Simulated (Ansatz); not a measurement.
**Rb₂Pd: a line through an energy map**

Aim: follow the energy of Rb₂Pd (Fm-3m, No. 225; 3 atoms in the cell) along one coordinate, strain +e along z and -e/2 along x and y, with the other held at strain +e along x and -e along y = 0 %.

Method: DFT PBEsol, scalar-relativistic, plane waves, PAW, in Ansatz 0.2.0.

**1. The starting structure**

The structure is cubic, space group Fm-3m (No. 225). The conventional cell has a = 7.972 Å, b = 7.972 Å, c = 7.972 Å, α = 90.00°, β = 90.00°, γ = 90.00°. Rb (site symmetry -43m) is surrounded by 4 Pd at 3.45 Å. Pd (site symmetry m-3m) has 8 Rb at 3.45 Å as nearest neighbours.

As a file:

```
CELL_PARAMETERS angstrom
0.00000 3.98578 3.98578
3.98578 0.00000 3.98578
3.98578 3.98578 0.00000
ATOMIC_POSITIONS crystal
Rb 0.25000 0.25000 0.25000
Rb 0.75000 0.75000 0.75000
Pd 0.00000 0.00000 0.00000
```

It goes back to an entry of the Materials Project, which need not be the stable form.

This cell was relaxed beforehand with the same method: volume 42.21 Å³/atom, gap on the mesh 0.88 eV.

**2. The scan**

The energy is mapped over two homogeneous strains (x along [1 0 0], y along [0 1 0], z along [0 0 1] of the conventional cell).

- strain +e along x and -e along y: 7 values from −15 to 15 %
- strain +e along z and -e/2 along x and y: 7 values from −15 to 15 %

Nothing else is relaxed (symmetry fixes all fractional coordinates). Energies count from the relaxed crystal. Points are written as (first, second).

**3. The run at (0 %, −15 %)**

Input file input.yaml:

```yaml
crystal:
  lattice:
    - [0.0, 4.2847134198, 3.3879129366]
    - [4.2847134198, 0.0, 3.3879129366]
    - [4.2847134198, 4.2847134198, 0.0]
  atoms:
    - { symbol: Rb, position: [0.25, 0.25, 0.25] }
    - { symbol: Rb, position: [0.75, 0.75, 0.75] }
    - { symbol: Pd, position: [0.0, 0.0, 0.0] }
basis:
  ecutwfc: 420
kpoints:
  mp_grid: { grid: [6, 6, 6] }
hamiltonian:
  xc: pbesol
  pseudopotentials: { kind: paw }
scf:
  occupations: { method: gaussian, width: 0.05 }
output:
  forces: true
  stress: true
  eigenvalues: true
```

Run with:

```console
$ ansatz run input.yaml --threads 1 --pin off --max-ram 2048MiB --backend cpu --events-out ev --progress --plain --runs-dir out
```

The session goes on with these runs: the other points of the line.

What does the calculation give? Wanted: for each run, strain +e along z and -e/2 along x and y; energy; slope; pressure.

**Answer**, as computed:

```
strain +e along z and -e/2 along x and y (%)  step  energy (meV/atom)  slope (meV/atom per %)  pressure (GPa)  band gap on the k-mesh (eV)
                                         −15     3                 80                   −11.8           0.079                         0.63
                                         −10     4                 34                    −7.0           0.003                         0.69
                                          −5     5                  8                    −3.3          −0.016                         0.77
                                           0     –                  0                     0.0          −0.019                         0.88
                                           5     6                  8                     3.3          −0.018                         0.67
                                          10     7                 33                     6.7          −0.013                         0.45
                                          15     8                 75                    10.4           0.004                         0.20
```

Energies count from the relaxed crystal. Rows without a step come from runs not printed here or follow by symmetry. Slopes come from the forces (and the stress, where the cell changes), not from differences of energies.

**Reading.** The lowest point of the line is at 0 %, 0 meV/atom from the zero. Energies and slopes round the minimum, fitted together, put the minimum at 0.0 %, with a curvature of about 0.65 meV/atom per %². Divided by the reference volume, that is a stiffness of about 25 GPa for this pattern of strain. The highest point computed, at −15 %, lies 80 meV/atom above the lowest. This is one cut through a surface in two coordinates; it holds the lowest point sampled, which need not be a minimum. The gap on the mesh closes on part of the grid.

These are semilocal Kohn-Sham gaps, which aren't the measured quantity. Such gaps usually fall short of the measured ones.
